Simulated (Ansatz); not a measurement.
# CH5InO2Si: one species, many methods

The task here is to estimate one member of a computed series from the others.

Computed with Ansatz 0.2.0, Gaussian basis. Level: functionals in def2-TZVPP, the program's frozen cores in correlated methods.

Levels to be run: LDA (SPW92), PBE-D4, revPBE-D4, BLYP-D4, r2SCAN-D4, B97M-V, PBE0-D4, B3LYP-D4, r2SCANh-D4, r2SCAN0-D4, HSE06-D4, BHLYP-D4, CAM-B3LYP-D4, LC-ωPBE, ωB97X-V, ωB97M-V, B2PLYP, PBE-QIDH; CCSD(T)/def2-SVP; CCSD(T)/def2-TZVPP; MP2/def2-QZVPP; extrapolation to the limit; RPA on PBE.

**The relaxed structure**

The geometry comes from an earlier relaxation with PBE0-D4 in a triple-zeta def2 set; it is a stationary point, not always the lowest conformer. In takes the def2 core potential; no spin-orbit term is included.

10 atoms, charge 0, spin multiplicity 1.

Atoms are counted from 1 here; the program's logs count them from 0.

Bond lengths: O1–C2 1.213 Å, C2–In3 2.263 Å, C2–H6 1.118 Å, In3–Si4 2.578 Å, In3–H7 1.724 Å, Si4–O5 1.644 Å, Si4–H8 1.490 Å, Si4–H9 1.492 Å, O5–H10 0.970 Å. Angles: O1–C2–In3 117.3°, O1–C2–H6 117.0°, In3–C2–H6 125.7°, C2–In3–Si4 101.3°, C2–In3–H7 118.9°, Si4–In3–H7 139.9°, In3–Si4–O5 105.5°, In3–Si4–H8 112.3°, In3–Si4–H9 111.3°, O5–Si4–H8 110.2°, O5–Si4–H9 111.0°, H8–Si4–H9 106.7°, Si4–O5–H10 115.4°.

Set-up of the first run:

File in.yaml:

```yaml
crystal:
  periodic: [false, false, false]
  atoms:
    - {symbol: O, position_ang: [-0.553387, 1.949059, 0.734598]}
    - {symbol: C, position_ang: [0.420756, 1.518025, 1.313819]}
    - {symbol: In, position_ang: [1.183130, -0.519828, 0.691530]}
    - {symbol: Si, position_ang: [-0.512143, -1.152645, -1.145170]}
    - {symbol: O, position_ang: [-1.500034, 0.152887, -1.299103]}
    - {symbol: H, position_ang: [0.864064, 2.164278, 2.111204]}
    - {symbol: H, position_ang: [2.576580, -1.162579, 1.477813]}
    - {symbol: H, position_ang: [0.149251, -1.453633, -2.446141]}
    - {symbol: H, position_ang: [-1.289323, -2.368850, -0.769003]}
    - {symbol: H, position_ang: [-1.338903, 0.873276, -0.669557]}
basis:
  gaussian: {orbitals: def2-TZVPP}
hamiltonian: {xc: lda}
output: {orbitals: {seedname: orbitals}}
```

Command:

```console
$ ansatz run in.yaml --threads 4 --pin off --events-out ev --progress --plain --max-ram 10444MiB
```

Steps of the session up to this table: LDA; PBE-D4 (GGA); revPBE-D4 (GGA); BLYP-D4 (GGA); r2SCAN-D4 (meta-GGA); B97M-V (meta-GGA); PBE0-D4 (hybrid); B3LYP-D4 (hybrid); r2SCANh-D4 (hybrid); r2SCAN0-D4 (hybrid); HSE06-D4 (hybrid); BHLYP-D4 (hybrid); CAM-B3LYP-D4 (range-separated); LC-ωPBE (range-separated); ωB97X-V (range-separated); ωB97M-V (range-separated); B2PLYP (double hybrid); PBE-QIDH (double hybrid).

One of the session's tables, all rows but one given; the rest of the session is left out.

It belongs to the step «Frontier levels by functional». 

```
  functional  HOMO (eV)  LUMO (eV)  gap (eV)
 LDA (SPW92)      -5.33      -3.86      1.47
      PBE-D4      -5.15      -3.58      1.58
   revPBE-D4      -5.08      -3.46      1.63
     BLYP-D4      -5.05      -3.49      1.56
   r2SCAN-D4      -5.35      -3.41      1.94
      B97M-V      -5.44      -3.53      1.91
     PBE0-D4      -6.34      -2.73      3.61
    B3LYP-D4      -6.16      -2.99      3.17
  r2SCANh-D4      -5.81      -3.10      2.71
  r2SCAN0-D4      -6.49      -2.65      3.84
    HSE06-D4      -5.95      -3.10      2.85
    BHLYP-D4      -7.47      -1.98      5.49
CAM-B3LYP-D4      -7.63      -1.82      5.81
     LC-ωPBE      -8.85      -0.68      8.17
     ωB97X-V      -8.55      -0.81      7.74
     ωB97M-V          ?          ?         ?
```

Estimate the missing values for ωB97M-V.

**Answer.** HOMO (eV): -8.45; LUMO (eV): -1.03; gap (eV): 7.42. In the column «HOMO (eV)» it lies between ωB97X-V (-8.55) and CAM-B3LYP-D4 (-7.63).
